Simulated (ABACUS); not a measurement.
NiMoIrPdW in ABACUS: the effect of dispersion

The system is NiMoIrPdW.

```xyz
5
Lattice="2.7608 0.0000 0.0000 -1.3804 2.3909 0.0000 0.0000 0.0000 11.3405" Properties=species:S:1:pos:R:3 pbc="T T T"
Ir    0.0000    0.0000    1.2025
W     1.3804    0.7970    6.0015
Pd    1.3804    0.7970   10.1952
Mo    1.3804    0.7970    3.3369
Ni    0.0000    0.0000    8.0423
```

The cell was built by a generator and needn't be a form met in nature.

Alike in all runs:

| Item | Value |
| --- | --- |
| Program | ABACUS 3.10.1 |
| Task | single point |
| Functional | BLYP |
| Potentials or basis | PseudoDojo NC SR 0.4.1 PBE standard |
| Cutoff | 1361 eV |
| Density cutoff | 5442 eV |
| Basis | DZP LCAO (the cutoffs set its grid) |
| k mesh | 11 × 11 × 3 |
| Occupations | fermi-dirac, width 0.05 eV |
| Spin | collinear spin, ferromagnetic start |
| Starting moments | [0.6, 0.0, 0.0, 1.0, 1.0] μB |

```csv
dispersion,pressure (GPa),largest force (eV/Å)
none,11.1,0.63
D2,?,?
D3,-2.7,0.46
D3(BJ),-4.1,0.55
D3(BJ)+ABC,-2.6,0.55
```

Problem. What does the run with dispersion D2 give?

Solution. Pressure -11.1 GPa; largest force 0.99 eV/Å.

Caveats: the atomic orbitals were generated for these runs and aren't a published set; this set's palladium file may shift the pressure by some GPa; the potentials were made for another functional, which shifts forces and pressure; the basis of atomic orbitals isn't converged, which shifts pressures, moduli and gaps; pairwise dispersion overbinds metals, which lowers pressure and volume (some runs).
